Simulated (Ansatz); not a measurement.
**CH7BOSi: how energies converge with the basis set**

The task here is to estimate one member of a computed series from the others.

The runs use Ansatz 0.2.0, Gaussian basis; one geometry, several basis sets.

Levels to be run: PBE0-D4/def2-SVP; ωB97M-V/def2-SVP; PBE0-D4/def2-QZVPP; ωB97M-V/def2-QZVPP; the functionals' def2-TZVPP values are taken from earlier runs.

## The geometry

An earlier PBE0-D4 in a triple-zeta def2 set relaxation fixed the geometry.

11 atoms, charge 0, spin multiplicity 1.

Atoms are counted from 1 here; the program's logs count them from 0.

Bond lengths: O1–C2 1.411 Å, O1–H5 0.960 Å, C2–B3 1.547 Å, C2–H6 1.107 Å, C2–H7 1.107 Å, B3–Si4 2.017 Å, B3–H8 1.197 Å, Si4–H9 1.491 Å, Si4–H10 1.491 Å, Si4–H11 1.491 Å. Angles: C2–O1–H5 108.9°, O1–C2–B3 114.8°, O1–C2–H6 112.1°, O1–C2–H7 112.1°, B3–C2–H6 106.8°, B3–C2–H7 106.8°, H6–C2–H7 103.5°, C2–B3–Si4 120.7°, C2–B3–H8 120.1°, Si4–B3–H8 119.2°, B3–Si4–H9 113.8°, B3–Si4–H10 109.9°, B3–Si4–H11 109.7°, H9–Si4–H10 107.9°, H9–Si4–H11 107.9°, H10–Si4–H11 107.5°.

The first run:

Input file in.yaml:

```yaml
crystal:
  periodic: [false, false, false]
  atoms:
    - {symbol: O, position_ang: [-0.815837, 1.879742, -1.401239]}
    - {symbol: C, position_ang: [-0.395520, 1.119073, -0.290021]}
    - {symbol: B, position_ang: [0.013379, -0.336570, -0.618368]}
    - {symbol: Si, position_ang: [0.639563, -1.584435, 0.836878]}
    - {symbol: H, position_ang: [-1.047003, 2.762990, -1.104068]}
    - {symbol: H, position_ang: [-1.174874, 1.063286, 0.494858]}
    - {symbol: H, position_ang: [0.464190, 1.583468, 0.231091]}
    - {symbol: H, position_ang: [-0.041816, -0.734984, -1.745839]}
    - {symbol: H, position_ang: [0.674596, -0.959585, 2.190123]}
    - {symbol: H, position_ang: [2.010914, -2.079532, 0.524309]}
    - {symbol: H, position_ang: [-0.261993, -2.770552, 0.903075]}
basis:
  gaussian: {orbitals: def2-SVP}
hamiltonian: {xc: pbe0, dispersion: d4}
output: {orbitals: {seedname: orbitals}}
```

On the command line:

```bash
ansatz run in.yaml --threads 2 --pin off --events-out ev --progress --plain --max-ram 4352MiB
```

Steps of the session up to this table: PBE0-D4 in def2-SVP; ωB97M-V in def2-SVP; PBE0-D4 in def2-QZVPP; ωB97M-V in def2-QZVPP.

One table of the session follows, with a row left open; its other results are not shown here.

It belongs to the step «Functionals by basis». 

```
functional       basis  HOMO (eV)  LUMO (eV)
   PBE0-D4    def2-SVP      -7.86      -1.82
   PBE0-D4  def2-TZVPP      -8.16      -1.89
   PBE0-D4  def2-QZVPP      -8.21      -1.91
   ωB97M-V    def2-SVP          ?          ?
   ωB97M-V  def2-TZVPP     -10.45       0.08
   ωB97M-V  def2-QZVPP     -10.46       0.03
```

Estimate the missing values for ωB97M-V, def2-SVP.

As computed: HOMO (eV): -10.29; LUMO (eV): 0.22. In the column «HOMO (eV)» it lies between ωB97M-V, def2-TZVPP (-10.45) and PBE0-D4, def2-QZVPP (-8.21).
